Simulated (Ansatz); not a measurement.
Geometry optimisation, DFT PBE, scalar-relativistic, plane waves, PAW (Ansatz 0.2.0).

Input file:

```yaml
crystal:
  lattice:
    - [5.69954, 0.0, 0.0]
    - [-2.84977, 4.935946, 0.0]
    - [0.0, 0.0, 19.9954]
  atoms:
    - { symbol: W, position: [0.0, 0.0, 0.0500115] }
    - { symbol: C, position: [0.33333334, 0.16666668, 0.1199816] }
    - { symbol: W, position: [0.0, 0.0, 0.18995169] }
    - { symbol: C, position: [0.33333334, 0.16666668, 0.25992178] }
    - { symbol: W, position: [0.0, 0.0, 0.32989188] }
    - { symbol: C, position: [0.33333334, 0.16666668, 0.39986197] }
    - { symbol: W, position: [2.0e-08, 0.50000004, 0.0500115] }
    - { symbol: C, position: [0.33333336, 0.66666672, 0.1199816] }
    - { symbol: W, position: [2.0e-08, 0.50000004, 0.18995169] }
    - { symbol: C, position: [0.33333336, 0.66666672, 0.25992178] }
    - { symbol: W, position: [2.0e-08, 0.50000004, 0.32989188] }
    - { symbol: C, position: [0.33333336, 0.66666672, 0.39986197] }
    - { symbol: W, position: [0.5, 0.0, 0.0500115] }
    - { symbol: C, position: [0.83333334, 0.16666668, 0.1199816] }
    - { symbol: W, position: [0.5, 0.0, 0.18995169] }
    - { symbol: C, position: [0.83333334, 0.16666668, 0.25992178] }
    - { symbol: W, position: [0.5, 0.0, 0.32989188] }
    - { symbol: C, position: [0.83333334, 0.16666668, 0.39986197] }
    - { symbol: W, position: [0.50000002, 0.50000004, 0.0500115] }
    - { symbol: C, position: [0.83333336, 0.66666672, 0.1199816] }
    - { symbol: W, position: [0.50000002, 0.50000004, 0.18995169] }
    - { symbol: C, position: [0.83333336, 0.66666672, 0.25992178] }
    - { symbol: W, position: [0.50000002, 0.50000004, 0.32989188] }
    - { symbol: C, position: [0.83333336, 0.66666672, 0.39986197] }
    - { symbol: C, position: [0.08333336, 0.66666672, 0.44437221] }
    - { symbol: F, position: [-0.3333333, 0.83333341, 0.40686358] }
    - { symbol: F, position: [0.30796756, 0.88141714, 0.4765241] }
    - { symbol: F, position: [-0.13144636, 0.67649557, 0.4765241] }
    - { symbol: F, position: [0.08333336, 0.66666672, 0.5208898] }
basis:
  ecutwfc: 420.0
kpoints:
  mp_grid: { grid: [3, 3, 1] }
hamiltonian:
  xc: pbe
  pseudopotentials: { kind: paw, azcp: { folder: soft_1 } }
scf:
  occupations: { method: fermi_dirac, width: 0.1 }
  lower_state_search: "off"
relax:
  f_tol: 0.03
  max_steps: 60
  adjacent_minimum: "off"
  constraints: [{ sites: [0, 1, 6, 7, 12, 13, 18, 19] }]
```

Command:

```bash
$ ansatz run input.yaml --threads 4 --pin off --max-ram 10240MiB --backend cpu --events-out ev --progress --plain --runs-dir out
```

Task: Where does it end, and by what steps?

Result: The forces met the threshold. Limits of this set-up: coarse k mesh, thin slab, slab without dipole correction, no dispersion correction for a molecule that may bind weakly, a typed lattice constant that wasn't relaxed here. After 18 steps the energy has fallen by 25.558 eV; F29 moved furthest, 2.13 Å. The start is strongly strained (largest force component 18 eV/Å), so its close contacts needn't be bonds. Parted: W5–F26 (2.25 → 3.13 Å), W17–F26 (2.25 → 3.11 Å), W23–F26 (2.25 → 4.22 Å), C24–C25 (1.68 → 3.15 Å), C25–F28 (1.41 → 2.83 Å).

```
step  energy less start (eV)  largest force component (eV/Å)  accepted
   0                  0.0000                          17.980       yes
   1                 -7.1555                           7.229       yes
   2                -11.6390                           6.278       yes
   3                -14.6096                           5.020       yes
   4                -16.9620                           4.599       yes
   5                -19.1648                           5.278       yes
   6                -21.0470                           3.944       yes
   7                -22.4699                           2.635       yes
   8                -23.4451                           2.282       yes
   9                -24.2425                           1.602       yes
  10                -24.7632                           1.015       yes
  11                -25.1193                           0.496       yes
  12                -25.2759                           0.420       yes
  13                -25.3846                           0.285       yes
  14                -25.4732                           0.232       yes
  15                -25.5321                           0.136       yes
  16                -25.5456                           0.244       yes
  17                -25.5573                           0.048       yes
  18                -25.5582                           0.010       yes
```

```xyz
29
Lattice="5.6995 0.0000 0.0000 -2.8498 4.9359 0.0000 0.0000 0.0000 19.9954" Properties=species:S:1:pos:R:3
W 0.000 0.000 1.000
C 1.425 0.823 2.399
W -0.001 -0.001 3.855
C 1.423 0.822 5.237
W -0.007 -0.004 6.751
C 1.397 0.806 7.906
W -1.425 2.468 1.000
C 0.000 3.291 2.399
W -1.421 2.470 3.869
C 0.004 3.293 5.250
W -1.411 2.476 6.765
C 0.047 3.318 8.149
W 2.850 0.000 1.000
C 4.275 0.823 2.399
W 2.853 0.002 3.855
C 4.269 0.829 5.268
W 2.835 -0.003 6.750
C 4.254 0.867 8.066
W 1.425 2.468 1.000
C 2.850 3.291 2.399
W 1.428 2.469 3.855
C 2.853 3.283 5.268
W 1.415 2.457 6.750
C 2.878 3.251 8.066
C -0.022 3.278 9.508
F -4.310 5.729 9.409
F -0.592 4.176 10.275
F -2.894 3.275 9.409
F 0.469 2.336 10.275
```

Whether the end is a true minimum wasn't checked by a vibrational analysis.

Run time: 3.7 min on 4 threads of Arm Neoverse V2, on a shared host, peak memory 1.8 GiB.
